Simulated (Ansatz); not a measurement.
# CH₃Cl₃OSi: a ladder of functionals and wavefunction methods

The task here is to estimate one member of a computed series from the others.

Computed with Ansatz 0.2.0, Gaussian basis. Level: functionals in def2-TZVPP, the program's frozen cores in correlated methods.

Levels to be run: LDA (SPW92), PBE-D4, revPBE-D4, BLYP-D4, r2SCAN-D4, B97M-V, PBE0-D4, B3LYP-D4, r2SCANh-D4, r2SCAN0-D4, HSE06-D4, BHLYP-D4, CAM-B3LYP-D4, LC-ωPBE, ωB97X-V, ωB97M-V, B2PLYP, PBE-QIDH; CCSD(T)/def2-SVP; CCSD(T)/def2-TZVPP; MP2/def2-QZVPP; extrapolation to the limit; RPA on PBE.

**The geometry**

An earlier PBE0-D4 in a triple-zeta def2 set relaxation fixed the geometry.

SMILES `CO[Si](Cl)(Cl)Cl`, 9 atoms, charge 0, spin multiplicity 1.

Atoms are counted from 1 here; the program's logs count them from 0.

Bond lengths: C1–O2 1.417 Å, C1–H7 1.089 Å, C1–H8 1.093 Å, C1–H9 1.093 Å, O2–Si3 1.608 Å, Si3–Cl4 2.033 Å, Si3–Cl5 2.017 Å, Si3–Cl6 2.033 Å. Angles: O2–C1–H7 107.5°, O2–C1–H8 110.8°, O2–C1–H9 110.8°, H7–C1–H8 109.2°, H7–C1–H9 109.2°, H8–C1–H9 109.3°, C1–O2–Si3 126.0°, O2–Si3–Cl4 110.9°, O2–Si3–Cl5 107.3°, O2–Si3–Cl6 110.9°, Cl4–Si3–Cl5 110.0°, Cl4–Si3–Cl6 107.8°, Cl5–Si3–Cl6 110.0°.

The first run:

in.yaml reads:

```yaml
crystal:
  periodic: [false, false, false]
  atoms:
    - {symbol: C, position_ang: [0.246593, -1.141175, 0.844145]}
    - {symbol: O, position_ang: [0.760973, -0.204925, -0.087534]}
    - {symbol: Si, position_ang: [-0.064781, 0.986564, -0.784001]}
    - {symbol: Cl, position_ang: [-1.627906, 0.254551, -1.857928]}
    - {symbol: Cl, position_ang: [1.209063, 1.966638, -2.002747]}
    - {symbol: Cl, position_ang: [-0.811972, 2.263338, 0.610282]}
    - {symbol: H, position_ang: [1.059456, -1.814384, 1.113659]}
    - {symbol: H, position_ang: [-0.568501, -1.721162, 0.403240]}
    - {symbol: H, position_ang: [-0.114425, -0.635946, 1.743881]}
basis:
  gaussian: {orbitals: def2-TZVPP}
hamiltonian: {xc: lda}
output: {orbitals: {seedname: orbitals}}
```

Steps of the session up to this table: LDA; PBE-D4 (GGA); revPBE-D4 (GGA); BLYP-D4 (GGA); r2SCAN-D4 (meta-GGA); B97M-V (meta-GGA); PBE0-D4 (hybrid); B3LYP-D4 (hybrid); r2SCANh-D4 (hybrid); r2SCAN0-D4 (hybrid); HSE06-D4 (hybrid); BHLYP-D4 (hybrid); CAM-B3LYP-D4 (range-separated); LC-ωPBE-D4 (range-separated; the results give it without D4); ωB97X-V (range-separated); ωB97M-V (range-separated); B2PLYP (double hybrid); PBE-QIDH (double hybrid).

One table of the session follows, with a row left open; its other results are not shown here.

It belongs to the step «Frontier levels by functional». 

```
  functional  HOMO (eV)  gap (eV)
 LDA (SPW92)      -7.64      6.45
      PBE-D4      -7.49      6.57
   revPBE-D4      -7.43      6.63
     BLYP-D4      -7.37      6.57
   r2SCAN-D4      -7.86      7.36
      B97M-V      -7.97      7.53
     PBE0-D4      -9.07      9.19
    B3LYP-D4          ?         ?
  r2SCANh-D4      -8.45      8.29
  r2SCAN0-D4      -9.32      9.69
    HSE06-D4      -8.66      8.40
    BHLYP-D4     -10.49     11.74
CAM-B3LYP-D4     -10.50     11.75
     LC-ωPBE     -11.90     14.45
     ωB97X-V     -11.54     13.96
     ωB97M-V     -11.41     13.58
```

**Question.** Estimate the row for B3LYP-D4.

Worked estimate for «HOMO (eV)». Against the share of exact exchange, BLYP-D4 (0, -7.37), BHLYP-D4 (0.5, -10.49) give a slope of -6.24 per unit share; at 0.2 the line stands at -8.62.

The run gave: HOMO (eV): -8.80; gap (eV): 8.65. In «HOMO (eV)» the line misses by +0.18.
